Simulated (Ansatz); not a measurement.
**C₂H₄OSeSi: one species, many methods**

The task here is to estimate one member of a computed series from the others.

The runs use Ansatz 0.2.0, Gaussian basis; functionals in def2-TZVPP, the program's frozen cores in correlated methods.

Plan: LDA (SPW92), PBE-D4, revPBE-D4, BLYP-D4, r2SCAN-D4, B97M-V, PBE0-D4, B3LYP-D4, r2SCANh-D4, r2SCAN0-D4, HSE06-D4, BHLYP-D4, CAM-B3LYP-D4, LC-ωPBE, ωB97X-V, ωB97M-V, B2PLYP, PBE-QIDH; CCSD(T)/def2-SVP; CCSD(T)/def2-TZVPP; MP2/def2-QZVPP; extrapolation to the limit; RPA on PBE.

### Structure used throughout

An earlier PBE0-D4 in a triple-zeta def2 set relaxation fixed the geometry.

SMILES `O=C([SiH3])C=[Se]`, 9 atoms, charge 0, spin multiplicity 1.

Atoms are counted from 1 here; the program's logs count them from 0.

Bond lengths: O1–C2 1.212 Å, C2–Si3 1.942 Å, C2–C4 1.488 Å, Si3–H6 1.483 Å, Si3–H7 1.482 Å, Si3–H8 1.483 Å, C4–Se5 1.748 Å, C4–H9 1.090 Å. Angles: O1–C2–Si3 121.0°, O1–C2–C4 118.8°, Si3–C2–C4 120.2°, C2–Si3–H6 110.9°, C2–Si3–H7 104.4°, C2–Si3–H8 111.0°, H6–Si3–H7 110.0°, H6–Si3–H8 110.4°, H7–Si3–H8 110.0°, C2–C4–Se5 122.0°, C2–C4–H9 115.5°, Se5–C4–H9 122.5°.

Geometry (Å):

| atom | x (Å) | y (Å) | z (Å) |
| --- | --- | --- | --- |
| O1 | -0.8246 | -1.7121 | 0.5693 |
| C2 | -0.5090 | -0.5958 | 0.2183 |
| Si3 | 1.3512 | -0.1335 | -0.0921 |
| C4 | -1.5753 | 0.4240 | 0.0259 |
| Se5 | -1.2153 | 2.0562 | -0.4870 |
| H6 | 1.5696 | 0.2629 | -1.5048 |
| H7 | 2.0944 | -1.3810 | 0.2056 |
| H8 | 1.7890 | 0.9494 | 0.8225 |
| H9 | -2.5914 | 0.0834 | 0.2252 |

The first run:

in.yaml reads:

```yaml
crystal:
  periodic: [false, false, false]
  atoms:
    - {symbol: O, position_ang: [-0.824618, -1.712102, 0.569262]}
    - {symbol: C, position_ang: [-0.509043, -0.595785, 0.218293]}
    - {symbol: Si, position_ang: [1.351168, -0.133477, -0.092105]}
    - {symbol: C, position_ang: [-1.575252, 0.424029, 0.025926]}
    - {symbol: Se, position_ang: [-1.215342, 2.056166, -0.487008]}
    - {symbol: H, position_ang: [1.569568, 0.262938, -1.504815]}
    - {symbol: H, position_ang: [2.094407, -1.380969, 0.205646]}
    - {symbol: H, position_ang: [1.788965, 0.949363, 0.822457]}
    - {symbol: H, position_ang: [-2.591353, 0.083437, 0.225244]}
basis:
  gaussian: {orbitals: def2-TZVPP}
hamiltonian: {xc: lda}
output: {orbitals: {seedname: orbitals}}
```

Started as:

```bash
ansatz run in.yaml --threads 4 --pin off --events-out ev --progress --plain --max-ram 10444MiB
```

Steps of the session up to this table: LDA; PBE-D4 (GGA); revPBE-D4 (GGA); BLYP-D4 (GGA); r2SCAN-D4 (meta-GGA); B97M-V (meta-GGA); PBE0-D4 (hybrid); B3LYP-D4 (hybrid); r2SCANh-D4 (hybrid); r2SCAN0-D4 (hybrid); HSE06-D4 (hybrid); BHLYP-D4 (hybrid); CAM-B3LYP-D4 (range-separated); LC-ωPBE (range-separated); ωB97X-V (range-separated); ωB97M-V (range-separated); B2PLYP (double hybrid); PBE-QIDH (double hybrid).

One of the session's tables, all rows but one given; the rest of the session is left out.

It belongs to the step «Frontier levels by functional». 

| functional | HOMO (eV) | LUMO (eV) | gap (eV) |
| --- | --- | --- | --- |
| LDA (SPW92) | -5.91 | -5.05 | 0.86 |
| PBE-D4 | -5.75 | -4.81 | 0.94 |
| revPBE-D4 | -5.69 | -4.73 | 0.96 |
| BLYP-D4 | -5.61 | -4.64 | 0.97 |
| r2SCAN-D4 | -6.00 | -4.81 | 1.19 |
| B97M-V | -6.13 | -4.67 | 1.47 |
| PBE0-D4 | -7.01 | -3.97 | 3.04 |
| B3LYP-D4 | -6.77 | -4.14 | 2.64 |
| r2SCANh-D4 | -6.47 | -4.48 | 1.99 |
| r2SCAN0-D4 | -7.16 | -3.98 | 3.18 |
| HSE06-D4 | ? | ? | ? |
| BHLYP-D4 | -8.08 | -2.95 | 5.13 |
| CAM-B3LYP-D4 | -8.31 | -2.84 | 5.47 |
| LC-ωPBE | -9.64 | -1.79 | 7.86 |
| ωB97X-V | -9.30 | -1.82 | 7.49 |
| ωB97M-V | -9.18 | -1.85 | 7.33 |

**Question.** Estimate the row for HSE06-D4.

The run gave: HOMO (eV): -6.61; LUMO (eV): -4.35; gap (eV): 2.26. In the column «HOMO (eV)» it lies between B3LYP-D4 (-6.77) and r2SCANh-D4 (-6.47).
